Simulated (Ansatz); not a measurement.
# SiC (Moissanite 3C): the cost of one run

Computed with the Python package of Ansatz 0.2.0. Level of theory: DFT PBE, plane waves, norm-conserving potentials.

### 1 Starting point

The structure is cubic, space group F-43m (No. 216). Conventional cell: a = 4.358 Å, b = 4.358 Å, c = 4.358 Å, α = 90.00°, β = 90.00°, γ = 90.00°. Si (site symmetry -43m) is surrounded by 4 C at 1.89 Å. C (site symmetry -43m) is surrounded by 4 Si at 1.89 Å.

No structure file is read: the coordinates are typed or built in the script.

### 2 The script

Input file sic.py:

```python
# -*- coding: utf-8 -*-
"""Cell relaxation of SiC."""

import json

import ansatz
import matplotlib.pyplot as plt
import numpy as np

def edges_and_angles(cell):
    cell = np.asarray(cell)
    a, b, c = np.linalg.norm(cell, axis=1)
    cosines = cell[1] @ cell[2] / (b * c), cell[0] @ cell[2] / (a * c), cell[0] @ cell[1] / (a * b)
    return (a, b, c, *np.degrees(np.arccos(cosines)))


def main():
    vectors = np.array([
        [0.0, 2.179, 2.179],
        [2.179, 0.0, 2.179],
        [2.179, 2.179, 0.0],
    ])
    crystal = (
        ansatz.Lattice.of(vectors)
        .atom("Si", [0.0, 0.0, 0.0])
        .atom("C", [0.25, 0.25, 0.25])
    )

    # every cell quantity that the symmetry leaves free
    calculation = crystal.calculation()
    calculation = calculation.functional("PBE")
    calculation = calculation.scf(lower_state_search="light", self_checks="low")
    calculation = calculation.occupations("fermi_dirac")
    calculation = calculation.mixing("msr1", preconditioner="none").kpoints(spacing=0.27)
    calculation = calculation.pseudopotentials("nc").relax(density_extrapolation="second_order", cell=True)
    calculation = calculation.band_table().density_of_states(energy_step=0.1, nscf_kmesh_spacing=0.2)
    result = calculation.run(threads=1, events_out="stream.ndjson")
    with open("stream.ndjson") as stream:
        events = [json.loads(line) for line in stream]
    steps = [e["data"] for e in events if e["event"] == "relax_step"]
    summary = result.report
    print("step   energy (eV)     max comp. (eV/A)   P (GPa)  SCF")
    for s in steps:
        print(f"{s['step']:4d} {s['lagrangian_ev']:15.5f} {s['allowed_force_max_ev_ang']:12.4f} {s['pressure_gpa']:10.3f} {s['n_scf']:5d}")

    first, last = steps[0], steps[-1]
    symbols = [site.symbol for site in result.lattice.sites]
    print(f"energy gained {first['lagrangian_ev'] - last['lagrangian_ev']:.4f} eV in {len(steps) - 1} steps")
    for label, vectors in (("before", first["cell_ang"]), ("after", result.lattice.cell_ang)):
        print(label, "a b c (A) {:.4f} {:.4f} {:.4f}  angles {:.2f} {:.2f} {:.2f}".format(*edges_and_angles(vectors)), f" V = {abs(np.linalg.det(vectors)):.3f} A^3")
    print("final stress xx yy zz (GPa, compression positive):", np.round(np.diag(summary["stress_gpa"]), 3) + 0.0)

    fig, (top, bottom) = plt.subplots(2, 1, sharex=True, figsize=(4.5, 4))
    top.plot([s["lagrangian_ev"] - last["lagrangian_ev"] for s in steps], "o-")
    top.set_ylabel("E - E(final) (eV)")
    bottom.semilogy([max(s["allowed_force_max_ev_ang"], 1e-6) for s in steps], "s-")
    bottom.set(xlabel="step", ylabel="largest force (eV/A)")
    fig.tight_layout()
    fig.savefig("relax.png", dpi=100)

    change = np.array(last["positions_ang"]) @ np.linalg.inv(last["cell_ang"]) - np.array(first["positions_ang"]) @ np.linalg.inv(first["cell_ang"])
    moved = np.linalg.norm(change @ np.array(last["cell_ang"]), axis=1)
    print("displacement within the cell, strain taken out (A):", " ".join(f"{s}:{d:.3f}" for s, d in zip(symbols, moved)))

    print(f"free energy      {summary['free_energy_ev']:.5f} eV")
    print(f"per atom         {summary['free_energy_ev'] / len(result.lattice.sites):.5f} eV")
    print(f"SCF iterations   {summary['n_iterations']}  (converged: {summary['converged']})")

    # direct or indirect, as far as the mesh can tell
    levels = np.array(summary["eigenvalues_ev"])
    filled = round(summary["n_electrons"] / 2)
    top, bottom = levels[:, filled - 1], levels[:, filled]
    print("top of band", filled, "at k =", summary["kpoints_frac"][top.argmax()], f"{top.max():.4f} eV")
    print("bottom of band", filled + 1, "at k =", summary["kpoints_frac"][bottom.argmin()], f"{bottom.min():.4f} eV")
    print(f"gap by band count {bottom.min() - top.max():.3f} eV, least direct gap {(bottom - top).min():.3f} eV")

    dos = result.density_of_states()
    energy = np.asarray(dos.energies_ev) - dos.fermi_ev
    top = min(levels[-1] for levels in summary["eigenvalues_ev"]) - dos.fermi_ev  # the computed bands end here
    fig, ax = plt.subplots(figsize=(5, 3.2))
    for spin, channel in enumerate(dos.channels):
        ax.plot(energy, (-1) ** spin * np.asarray(channel.g_bin_mean_per_ev), lw=1)
    ax.axvline(0, color="k", ls=":")
    ax.set(xlim=(-8, min(4, top)), xlabel="E - E_F (eV)", ylabel="states/eV", title="SiC")
    fig.tight_layout()
    fig.savefig("dos.png", dpi=100)
    print("states below E_F:", round(float(np.interp(0.0, energy, dos.spin_summed_integrated)), 3))


if __name__ == "__main__":
    main()
```

### 3 Launch

Command:

```bash
$ python sic.py
```

What time and memory should one allow on 1 thread of Arm Neoverse V1, shared host?

About 20 s, with a peak of 0.4 GiB.
